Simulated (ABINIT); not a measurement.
Crystal: B.

```xyz
4
Lattice="2.6528 -1.6637 0.0000 2.6528 1.6637 0.0000 0.0000 0.0000 2.9833" Properties=species:S:1:pos:R:3 pbc="T T T"
B     3.5194   -0.5040    2.2375
B     1.7862    0.5040    0.7458
B     3.5194    0.5040    0.7458
B     1.7862   -0.5040    2.2375
```

The cell was built by a generator and needn't be a form met in nature.

* Program: ABINIT 10.8.3 (patched build)
* Task: relaxation of cell and atoms
* Functional: LDA
* Potentials or basis: PseudoDojo NC SR LDA v0.4.1 standard
* Cutoff: 1034 eV
* k mesh: 7 × 7 × 7
* Occupations: fermi-dirac, width 0.05 eV
* Spin: no spin polarisation

At the start: pressure -8.8 GPa; volume 6.58 Å³/atom.

Q: How do energy, volume and symmetry change on relaxing?

A: Over 9 steps the energy falls by 6.7 meV/atom and the volume is 6.35 Å³/atom (-3.6 %); space group Cmcm (No. 63, to 0.05 Å).

Step by step:
| step | energy change (eV) | largest force (eV/Å) | pressure (GPa) | volume (Å³) |
| --- | --- | --- | --- | --- |
| 1 | 0.0000 | 0.0584 | -8.82 | 26.33 |
| 2 | -0.0246 | 0.0988 | -2.16 | 25.63 |
| 3 | -0.0267 | 0.0619 | 0.11 | 25.40 |
| 4 | -0.0268 | 0.0332 | 0.11 | 25.39 |
| 5 | -0.0269 | 0.0043 | 0.01 | 25.39 |
| 6 | -0.0269 | 0.0012 | -0.01 | 25.39 |
| 7 | -0.0269 | 0.0003 | 0.00 | 25.39 |
| 8 | -0.0269 | 0.0001 | 0.00 | 25.39 |
| 9 | -0.0269 | 0.0001 | 0.00 | 25.39 |

Final structure:
```
B
1.0
     2.62369   -1.64200    0.00000
     2.62369    1.64200    0.00000
     0.00000    0.00000    2.94728
B
4
Direct
  0.81560 0.51231 0.75000
  0.18440 0.48769 0.25000
  0.51231 0.81560 0.25000
  0.48769 0.18440 0.75000
```
